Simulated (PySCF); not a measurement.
# C9H7N: the cost of one run

Programs: PySCF 2.14.0, with routines of our own; each step states its level. All values are computed. Atoms count from 0.

## Step 1: The system as given

17 atoms, charge 0, multiplicity 1; geometry from: GFN2-xTB.

## Step 2: Relaxing the molecule at PBE0-D3(BJ)/def2-SVP

What the job is given:

```
{"job": {"xc": "PBE0", "basis": "def2-SVP", "d3": "d3bj", "grid": 2, "kind": "geom"}, "charge": 0, "multiplicity": 1}
C     -2.024266    -1.022301    -0.068109
C     -2.503824     0.284072    -0.038011
N     -1.905526     1.459734     0.007895
C     -0.606236     1.685309     0.038305
C      0.472595     0.816254     0.031467
C      1.822314     1.170767     0.066410
C      2.591609     0.009578     0.047752
C      1.757484    -1.103090     0.000051
C      0.430289    -0.669085    -0.012679
C     -0.703652    -1.455081    -0.056164
H     -2.782573    -1.794318    -0.106002
H     -3.587095     0.386778    -0.055760
H     -0.367718     2.746959     0.075459
H      2.199624     2.176127     0.100939
H      3.666969    -0.022852     0.066664
H      2.073937    -2.129692    -0.023601
H     -0.540929    -2.527129    -0.084526
```

Command:

```bash
> OMP_NUM_THREADS=1 python excited_run.py task.json out
```

One launch serves the whole session: the jobs run in the order shown.

Q: Estimate the wall time and peak memory of this first job on 1 thread of AMD EPYC 9R45, shared host.

About 44 s, with a peak of 0.81 GiB.
